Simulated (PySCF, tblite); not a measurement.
# C6H11O2 radical: geometry, infrared bands and EPR parameters

What infrared bands and EPR parameters should C6H11O2 radical (`CC[C](C)C(=O)OC`) show?

The runs use tblite 0.8.0 and PySCF 2.14.0, with density-fitted response routines of our own; the level of theory stands in each step. All values are computed, except where a source is named. Atoms are numbered from 0 throughout.

## (1) Starting geometry

19 atoms, charge 0, multiplicity 2; geometry from: force field or distance geometry start.

Bonds of the start (Å): C0–C1 1.53, C1–C2 1.50, C2–C3 1.48, C2–C4 1.48, C4–O5 1.21, C4–O6 1.36, O6–C7 1.42, C0–H8 1.09, C0–H9 1.10, C0–H10 1.09, C1–H11 1.09, C1–H12 1.08, C3–H13 1.10, C3–H14 1.09, C3–H15 1.11, C7–H16 1.10, C7–H17 1.10, C7–H18 1.10.

## (2) Relaxing the molecule with GFN2-xTB

Job settings and geometry (Å):

```
{"job": {"kind": "relax", "xc": "GFN2-xTB", "basis": "xTB"}, "charge": 0, "multiplicity": 2}
C      1.829800    -0.658300    -1.137100
C      0.947700     0.587900    -0.987700
C      0.337900     0.655700     0.384900
C      1.056200     1.388300     1.457600
C     -0.991900     0.076300     0.682400
O     -1.584100     0.234700     1.730100
O     -1.432800    -0.644100    -0.383000
C     -2.702600    -1.249400    -0.166100
H      2.273500    -0.679900    -2.134100
H      1.231500    -1.573300    -1.005400
H      2.631800    -0.669100    -0.404900
H      1.561800     1.473500    -1.146700
H      0.180800     0.597500    -1.750600
H      2.079300     0.990400     1.562000
H      1.115100     2.457000     1.234700
H      0.569000     1.278400     2.453100
H     -2.970100    -1.807200    -1.071200
H     -2.668200    -1.961900     0.668200
H     -3.474600    -0.487200     0.006300
```

The run is started by

```
$ OMP_NUM_THREADS=1 python probes_run.py task.json out
```

The driver reads the jobs from task.json and runs them one after another.

**Question.** This job is followed by: GFN2-xTB harmonic vibrations, gas phase; UKS B3LYP, pcH-1 on C H O, non-relativistic, mean-field spin-orbit, GIAO. Predict these results of the whole session: strongest single infrared mode (GFN2-xTB); zero-point energy (GFN2-xTB); g(iso) (B3LYP); ⟨S²⟩; largest a(iso) (averaged by class); potential on the surface of density 0.002 e/bohr³, 1st and 99th percentile.

The runs gave:

```
                                                                  quantity                  value
                                 strongest single infrared mode (GFN2-xTB)  1642 cm⁻¹, 300 km/mol
                                              zero-point energy (GFN2-xTB)          98.9 kcal/mol
                                                            g(iso) (B3LYP)                2.00363
                                                                      ⟨S²⟩     0.756 (exact 0.75)
                                        largest a(iso) (averaged by class)    13C on C2, 69.5 MHz
potential on the surface of density 0.002 e/bohr³, 1st and 99th percentile     -1.77 V and 0.83 V
```

Over 38 steps the energy fell by 0.127 eV; of the close pairs, C2–C4 changed most, 1.481 to 1.433 Å. All 51 modes are real, so the xTB geometry is a minimum. The strongest single mode, at 1642 cm⁻¹, moves mainly C4 and O5. GFN2-xTB is a fitted tight-binding method: band positions and strengths are rough. Its intensities can rank the bands wrongly. Most of the unpaired spin sits on C2 (0.82 e). The isotropic g lies 1.3 ppt above the free-electron value. These values are for one conformer; the search (at its own cheap level) found 2 more, at 0.01, 0.12 kcal/mol (those within 0.05 may be mirror or relabelled copies), and measured spectra average over such forms.
